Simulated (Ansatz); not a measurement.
Working through a rigid scan of one bond length of CH6N2Si, SMILES C=N[SiH2]N

Program: the Python package of Ansatz (0.2.0).

The script reads `ch6n2si.xyz`:
```text
10

C    -1.59620    0.71450   -0.40700
N    -0.36780    0.64180   -0.47960
Si    0.29570   -0.63110    0.44100
N     2.02360   -0.36590    0.05640
H    -2.13500    1.55240   -1.01430
H    -2.31900    0.12890    0.17320
H     0.13320   -0.38760    1.89530
H    -0.08500   -1.92150   -0.06390
H     1.99400   -0.37940   -0.91360
H     2.13950    0.59670    0.31550
```

At the Python prompt:
```pycon
>>> import ansatz as az
>>> import numpy as np
>>> BASIS = "def2-SVP"
>>> XC = "pbe"
>>> molecule = az.Crystal.molecule_from_extxyz("ch6n2si.xyz")
>>> symbols = [site.symbol for site in molecule.cartesian_sites]
>>> start = np.array([site.position_ang for site in molecule.cartesian_sites])
>>> axis = (start[3] - start[2]) / np.linalg.norm(start[3] - start[2])
>>> moving = [3, 8, 9]
>>> lengths, energies = [1.575, 1.647, 1.718, 1.79, 1.862, 1.933, 2.005, 2.112], []
>>> for length in lengths:
...     xyz = start.copy()
...     xyz[moving] += (length - np.linalg.norm(start[3] - start[2])) * axis
...     point = az.Crystal.molecule()
...     for symbol, place in zip(symbols, xyz):
...         point = point.atom(symbol, place.tolist())
...     calc = point.calculation().basis(gaussian=BASIS).functional(XC)
...     r = calc.run(threads=1, pin="off").report
...     energies.append(r["free_energy_ev"])
...     print(f"r = {length:6.3f} A  E = {energies[-1]:.5f} eV  <S^2> = {abs(r['mean_field']['state']['spin_squared']):.3f}")
...
r =  1.575 A  E = -11976.03625 eV  <S^2> = 0.000
r =  1.647 A  E = -11976.50232 eV  <S^2> = 0.000
r =  1.718 A  E = -11976.73758 eV  <S^2> = 0.000
r =  1.790 A  E = -11976.81288 eV  <S^2> = 0.000
r =  1.862 A  E = -11976.77126 eV  <S^2> = 0.000
r =  1.933 A  E = -11976.64998 eV  <S^2> = 0.000
r =  2.005 A  E = -11976.47132 eV  <S^2> = 0.000
r =  2.112 A  E = -11976.14213 eV  <S^2> = 0.000
>>> # quartic fit about the minimum
>>> fit = np.polynomial.Polynomial.fit(lengths, np.array(energies) - min(energies), 4).convert()
>>> roots = [r.real for r in fit.deriv().roots() if abs(r.imag) < 1e-9 and fit.deriv(2)(r.real) > 0]
>>> r_e = min(roots, key=lambda r: abs(r - lengths[int(np.argmin(energies))]))
>>> print(f"minimum of the fit at {r_e:.4f} A, force constant {fit.deriv(2)(r_e):.2f} eV/A^2")
minimum of the fit at 1.7955 A, force constant 22.02 eV/A^2
```

Total energies depend on the basis set; only differences at equal settings carry meaning. The rest of the molecule is held rigid at a force-field or estimated start geometry, and the basis set is modest; single-reference methods fail as a bond breaks. The orbitals are restricted, so S² is zero by construction. Run time: 16 s on 1 thread of Arm Neoverse V1, on a shared host, peak memory 0.17 GiB.
